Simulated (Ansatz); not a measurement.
# K3Ta2H9: the cost of one run

Computed with Ansatz 0.2.0 (DFT PBE, scalar-relativistic, plane waves, PAW, unless a step's input says otherwise).

## (1) Starting point

The structure is tetragonal, space group P4/mmm (No. 123). Conventional cell: a = 4.707 Å, b = 4.707 Å, c = 14.120 Å, α = 90.00°, β = 90.00°, γ = 90.00°. K (site symmetry 4/mmm) has 12 H at 3.33 Å in its first shell of neighbours. Around K (site symmetry 4mm) lie 12 H at 3.33 Å. Around Ta (site symmetry 4mm) lie 6 H at 2.35 Å. H (site symmetry 2mm) is surrounded by 2 Ta at 2.35 Å and 4 K at 3.33 Å. H (site symmetry mmm) has 8 H at 3.33 Å and 4 K at 3.33 Å in its first shell of neighbours. Around H (site symmetry 4/mmm) lie 2 Ta at 2.35 Å and 4 K at 3.33 Å. H (site symmetry 4mm) has 1 Ta at 2.35 Å and 4 K at 3.33 Å in its first shell of neighbours.

As a file:

```
K Ta H
1.0
     4.70683    0.00000    0.00000
     0.00000    4.70683    0.00000
     0.00000    0.00000   14.12048
K Ta H
3 2 9
Direct
  0.50000 0.50000 0.00000
  0.50000 0.50000 0.33333
  0.50000 0.50000 0.66667
  0.00000 0.00000 0.83333
  0.00000 0.00000 0.16667
  0.50000 0.00000 0.83333
  0.50000 0.00000 0.16667
  0.50000 0.00000 0.50000
  0.00000 0.50000 0.83333
  0.00000 0.50000 0.16667
  0.00000 0.50000 0.50000
  0.00000 0.00000 0.00000
  0.00000 0.00000 0.33333
  0.00000 0.00000 0.66667
```

A structure generator made this guess: ordered vacancies on the cation sites of perovskite (P4/mmm, No. 123). Its size is a rough estimate.

## (2) A first look at the guess

File input.yaml:

```yaml
crystal:
  lattice:
    - [4.70682654, 0.0, 0.0]
    - [0.0, 4.70682654, 0.0]
    - [0.0, 0.0, 14.12047962]
  atoms:
    - { symbol: K, position: [0.5, 0.5, 0.0] }
    - { symbol: K, position: [0.5, 0.5, 0.33333333] }
    - { symbol: K, position: [0.5, 0.5, 0.66666667] }
    - { symbol: Ta, position: [0.0, 0.0, 0.83333333] }
    - { symbol: Ta, position: [0.0, 0.0, 0.16666667] }
    - { symbol: H, position: [0.5, 0.0, 0.83333333] }
    - { symbol: H, position: [0.5, 0.0, 0.16666667] }
    - { symbol: H, position: [0.5, 0.0, 0.5] }
    - { symbol: H, position: [0.0, 0.5, 0.83333333] }
    - { symbol: H, position: [0.0, 0.5, 0.16666667] }
    - { symbol: H, position: [0.0, 0.5, 0.5] }
    - { symbol: H, position: [0.0, 0.0, 0.0] }
    - { symbol: H, position: [0.0, 0.0, 0.33333333] }
    - { symbol: H, position: [0.0, 0.0, 0.66666667] }
basis:
  ecutwfc: 420
kpoints:
  mp_grid: { grid: [4, 4, 2] }
hamiltonian:
  xc: pbe
scf:
  occupations: { method: gaussian, width: 0.1 }
  lower_state_search: "off"
output:
  forces: true
  stress: true
  eigenvalues: true
```

On the command line:

```sh
$ ansatz run input.yaml --threads 1 --pin off --max-ram 2560MiB --backend cpu --events-out ev --progress --plain --runs-dir out
```

What time and memory should one allow on 1 thread of Intel Xeon at 2.50GHz (Skylake/Cascade Lake), shared host?

About 24 s, with a peak of 0.54 GiB.
